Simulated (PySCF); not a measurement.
# Changing the system itself: AlAs (triplet)

One physical setting of the base script is moved in each run, with the edits that it forces.

Program: PySCF 2.14.0. Level of theory: method and basis as typed in the scripts. These are calculated values, not measurements.

5 further runs of the same task are left out: 5 that didn't finish.

### 1 The system as given

AlAs (triplet): 2 atoms, charge 0, spin multiplicity 3.

Bond lengths: Al1–As2 2.370 Å.

### 2 The base run

File input.py:

```python
from pyscf import gto, scf, mp

mol = gto.M(
    atom='Al 0 0 0; As 0 0 2.37',
    basis='pcseg-1',
    charge=0,
    spin=2,
    verbose=4,
)
mf = scf.UHF(mol)
mf = mf.density_fit(auxbasis='def2-universal-jkfit')
mf.kernel()
mp.MP2(mf, frozen=14).kernel()
mf.dip_moment()
print('orbital energies (hartree):', [e[max(0, n-3):n+3].round(4) for e, n in zip(mf.mo_energy, mol.nelec)])
```

Run with:

```console
$ python input.py
```

The log of this run is left out.

It gives: E(SCF) = -2475.771275 Eh, 15 cycles, E(MP2) − E(SCF) = -0.12372 Eh, ⟨S²⟩ = 2.082, μ = 2.73 D (of the SCF density).

The bond length is a typed value, not an optimised one. The triplet is typed in the script; nothing here shows that it is the ground state.

### 3 Charge +1 (quartet)

Run 1 changes charge: 0 → 1; spin (2S): 2 → 3.

File input.py:

```python
from pyscf import gto, scf, mp

mol = gto.M(
    atom='Al 0 0 0; As 0 0 2.37',
    basis='pcseg-1',
    charge=1,
    spin=3,
    verbose=4,
)
mf = scf.UHF(mol)
mf = mf.density_fit(auxbasis='def2-universal-jkfit')
mf.kernel()
mp.MP2(mf, frozen=14).kernel()
mf.dip_moment()
print('orbital energies (hartree):', [e[max(0, n-3):n+3].round(4) for e, n in zip(mf.mo_energy, mol.nelec)])
```

Run with:

```console
$ python input.py
```

### 4 Bond 2.299 Å

Run 2 changes bond length: 2.37 Å → 2.299 Å.

Changes to input.py since step 2:

```diff
@@ -3,3 +3,3 @@
 mol = gto.M(
-    atom='Al 0 0 0; As 0 0 2.37',
+    atom='Al 0 0 0; As 0 0 2.299',
     basis='pcseg-1',
```

### 5 PCM, ε = 32.6

Run 3 changes solvent: none (gas phase) → PCM, ε = 32.6; step after the SCF: mp2 → analyze.

File input.py:

```python
from pyscf import gto, scf, solvent

mol = gto.M(
    atom='Al 0 0 0; As 0 0 2.37',
    basis='pcseg-1',
    charge=0,
    spin=2,
    verbose=4,
)
mf = scf.UHF(mol)
mf = mf.density_fit(auxbasis='def2-universal-jkfit')
mf = solvent.PCM(mf)
mf.with_solvent.eps = 32.6
mf.kernel()
mf.analyze()
print('orbital energies (hartree):', [e[max(0, n-3):n+3].round(4) for e, n in zip(mf.mo_energy, mol.nelec)])
```

### 6 Bond 25 Å

Run 4 changes bond length: 2.37 Å → 25 Å.

Changes to input.py since step 2:

```diff
@@ -3,3 +3,3 @@
 mol = gto.M(
-    atom='Al 0 0 0; As 0 0 2.37',
+    atom='Al 0 0 0; As 0 0 25',
     basis='pcseg-1',
```

**Question.** What will these runs give? Wanted: for each run, E(SCF); from base; gap, α spin; SCF dipole; after the SCF.

As calculated:

| run | E(SCF) (hartree) | from base (eV) | cycles | gap, α spin (eV) | SCF dipole (D) | after the SCF |
| --- | --- | --- | --- | --- | --- | --- |
| base | -2475.771275 | 0 | 15 | 8.75 | 2.73 | MP2 correlation -3.367 eV, core frozen |
| charge +1 (quartet) | -2475.542412 | +6.2277 | 12 | 10.28 | n/a | MP2 correlation -2.569 eV, core frozen |
| bond 2.299 Å | -2475.770826 | +0.0122 | 15 | 8.82 | 2.73 | MP2 correlation -3.400 eV, core frozen |
| PCM, ε = 32.6 | -2475.784989 | -0.3732 | 14 | 9.15 | 6.24 | n/a |
| bond 25 Å (poor choice) | -2475.752293 | +0.5165 | 19 | 10.60 | 0.00 | MP2 correlation -2.396 eV, core frozen |

In words: The largest comparable shift of the SCF energy, +0.517 eV, comes with the run “bond 25 Å”. At the SCF level, going to the quartet with one electron fewer costs 6.23 eV at fixed geometry, which need not be the lowest ionisation. A continuum solvent with ε = 32.6 lowers the energy by 0.373 eV. The dearest run is “PCM, ε = 32.6”, at 4.1 s against 1.2 s. With bond 25 Å the frontier gap moves by over 1.5 eV, which can mean another electronic state rather than the bond length alone. Rows marked «poor choice» come from settings spoiled on purpose.
